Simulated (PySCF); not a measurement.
# H3O3Tb (Tb(OH)3+): the cost of one run

The runs use PySCF 2.14.0; PBE0, Tb lcecp-2-SVP with ECP53, O def2-SVP, H def2-SVP; scalar-relativistic core potentials, no spin–orbit coupling.

## Step 1: Where the work starts

7 atoms, charge 1, spin multiplicity 1.

Bond lengths: Tb1–O2 2.042 Å, Tb1–O4 2.042 Å, Tb1–O6 2.042 Å, O2–H3 0.966 Å, O4–H5 0.966 Å, O6–H7 0.966 Å. Angles: O2–Tb1–O4 120.0°, O2–Tb1–O6 120.0°, O4–Tb1–O6 120.0°, Tb1–O2–H3 158.7°, Tb1–O4–H5 158.7°, Tb1–O6–H7 158.7°.

Geometry (Å):

```xyz
7
charge 1, multiplicity 1
Tb    0.00000    0.00000    0.00000
O     2.04160    0.00000    0.00000
H     2.94160    0.00000    0.35000
O    -1.02080    1.76810    0.00000
H    -1.47080    2.54750    0.35000
O    -1.02080   -1.76810    0.00000
H    -1.47080   -2.54750    0.35000
```

Formal oxidation states: Tb +4. Each metal's 7 4f electrons lie in its core potential, so multiplicities, spins and levels count the valence alone.

## Step 2: SCF at the start, singlet

Input file run.py (the lines that set the calculation):

```python
mol = gto.M(atom='''
Tb     0.00000     0.00000     0.00000
O      2.04160     0.00000     0.00000
H      2.94160     0.00000     0.35000
O     -1.02080     1.76810     0.00000
H     -1.47080     2.54750     0.35000
O     -1.02080    -1.76810     0.00000
H     -1.47080    -2.54750     0.35000''',
    basis={'Tb': 'lcecp-2-SVP', 'O': 'def2-SVP', 'H': 'def2-SVP'},
    ecp={'Tb': 'lcecp-2-SVP'},
    charge=1, spin=0)
mf = dft.RKS(mol, xc='PBE0')
mf.grids.atom_grid = (50, 194)  # f atoms: unpruned, at least (60, 302)
mf = mf.density_fit()  # fitting sets: Tb AutoAux, O def2-universal-JKFIT, H def2-universal-JKFIT
mf.conv_tol = 1e-08; mf.max_cycle = 55
mf.kernel(dm0)  # dm0: free metal ions and neutral atoms
```

Run with:

```bash
> OMP_NUM_THREADS=2 python run.py
```

What time and memory should one allow on 2 threads of Arm Neoverse V2, shared host?

About 2 s, with a peak of 0.5 GiB.
